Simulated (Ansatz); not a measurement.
# Cl2Ru: the cost of one run

The runs use Ansatz 0.2.0, Gaussian basis; the settings change from run to run.

13 further runs of the same task are left out: 2 for a known fault of the program, 3 that didn't finish, 8 set aside as unsound or not needed. Runs told in other sessions of the task aren't counted.

## (1) The geometry

The geometry is a PBE0/def2-TZVP stationary point (not a proven minimum). No spin-orbit coupling is included. Elements past krypton take def2 core potentials.

3 atoms, charge 0, spin multiplicity 1.

Atoms are counted from 1 here; the program's logs count them from 0.

Bond lengths: Ru1–Cl2 2.167 Å, Ru1–Cl3 2.167 Å. Angles: Cl2–Ru1–Cl3 131.0°.

As a file:

```xyz
3
charge 0, multiplicity 1
Ru    0.00000   -0.37070    0.00000
Cl    0.00000    0.52840   -1.97118
Cl    0.00000    0.52840    1.97118
```

## (2) HF/def2-SVP

Input file in.yaml:

```yaml
crystal:
  periodic: [false, false, false]
  atoms:
    - {symbol: Ru, position_ang: [0.000000, -0.370698, 0.000000]}
    - {symbol: Cl, position_ang: [0.000000, 0.528396, -1.971184]}
    - {symbol: Cl, position_ang: [0.000000, 0.528396, 1.971184]}
basis:
  gaussian: {orbitals: def2-SVP}
magnetization: {spin_polarized: true, initial_magnetization: 0}
hamiltonian: {xc: hf}
accuracy: high
output: {orbitals: {seedname: orbitals}}
```

On the command line:

```sh
$ ansatz run in.yaml --threads 1 --pin off --events-out ev --progress --plain --max-ram 2393MiB
```

**Question.** How long does this run take on 1 thread of Arm Neoverse V1, shared host, and how much memory does it need?

About 36 s, with a peak of 0.28 GiB.
